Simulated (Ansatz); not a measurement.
# C2H5NSi: basis-set convergence

How large a basis does C2H5NSi need? Two functionals are run in growing sets.

Method: one geometry, several basis sets; program: Ansatz 0.2.0, Gaussian basis.

Plan: PBE0-D4/def2-SVP; ωB97M-V/def2-SVP; PBE0-D4/def2-QZVPP; ωB97M-V/def2-QZVPP; the functionals' def2-TZVPP values are taken from earlier runs.

### 1 The geometry

All runs share one geometry, relaxed beforehand with PBE0-D4 in a triple-zeta def2 set.

SMILES `C[SiH]1C=N1`, 9 atoms, charge 0, spin multiplicity 1.

Atoms are counted from 1 here; the program's logs count them from 0.

Bond lengths: C1–Si2 1.855 Å, C1–H5 1.093 Å, C1–H6 1.091 Å, C1–H7 1.093 Å, Si2–C3 1.778 Å, Si2–N4 1.793 Å, Si2–H8 1.479 Å, C3–N4 1.278 Å, C3–H9 1.092 Å. Angles: Si2–C1–H5 110.6°, Si2–C1–H6 110.2°, Si2–C1–H7 111.0°, H5–C1–H6 108.6°, H5–C1–H7 107.9°, H6–C1–H7 108.5°, C1–Si2–C3 123.9°, C1–Si2–N4 119.4°, C1–Si2–H8 114.5°, C3–Si2–N4 41.9°, C3–Si2–H8 120.1°, N4–Si2–H8 116.4°, Si2–C3–N4 69.7°, Si2–C3–H9 162.0°, N4–C3–H9 128.4°, Si2–N4–C3 68.4°.

### 2 PBE0-D4 in def2-SVP

File in.yaml:

```yaml
crystal:
  periodic: [false, false, false]
  atoms:
    - {symbol: C, position_ang: [-0.492890, 1.307040, 0.021619]}
    - {symbol: Si, position_ang: [0.416422, -0.240911, -0.443912]}
    - {symbol: C, position_ang: [0.492293, -1.691986, 0.580891]}
    - {symbol: N, position_ang: [-0.415165, -1.823525, -0.308619]}
    - {symbol: H, position_ang: [-1.060100, 1.690294, -0.830456]}
    - {symbol: H, position_ang: [-1.187058, 1.105391, 0.839140]}
    - {symbol: H, position_ang: [0.201945, 2.087932, 0.340271]}
    - {symbol: H, position_ang: [1.351169, -0.083991, -1.579039]}
    - {symbol: H, position_ang: [0.781884, -2.396643, 1.363104]}
basis:
  gaussian: {orbitals: def2-SVP}
hamiltonian: {xc: pbe0, dispersion: d4}
output: {orbitals: {seedname: orbitals}}
```

The run is started by

```sh
$ ansatz run in.yaml --threads 2 --pin off --events-out ev --progress --plain --max-ram 4352MiB
```

Further steps of the session: ωB97M-V in def2-SVP; PBE0-D4 in def2-QZVPP; ωB97M-V in def2-QZVPP.

**Question.** What will the summary of the whole plan be? Wanted: PBE0-D4: double and triple zeta above quadruple; ωB97M-V: double and triple zeta above quadruple.

The runs gave:

| quantity | value |
| --- | --- |
| PBE0-D4: double and triple zeta above quadruple | 7.48, 0.48 eV |
| ωB97M-V: double and triple zeta above quadruple | 7.65, 0.45 eV |

In words: PBE0-D4 gains 6.99 eV from double to triple zeta, then 0.48 eV more. These are total energies; as a rule much of such shifts cancels in differences, which this series doesn't test. The LUMO of ωB97M-V is positive and keeps falling with the basis (2.08 to 1.38 eV): an unbound level that the basis holds in place.
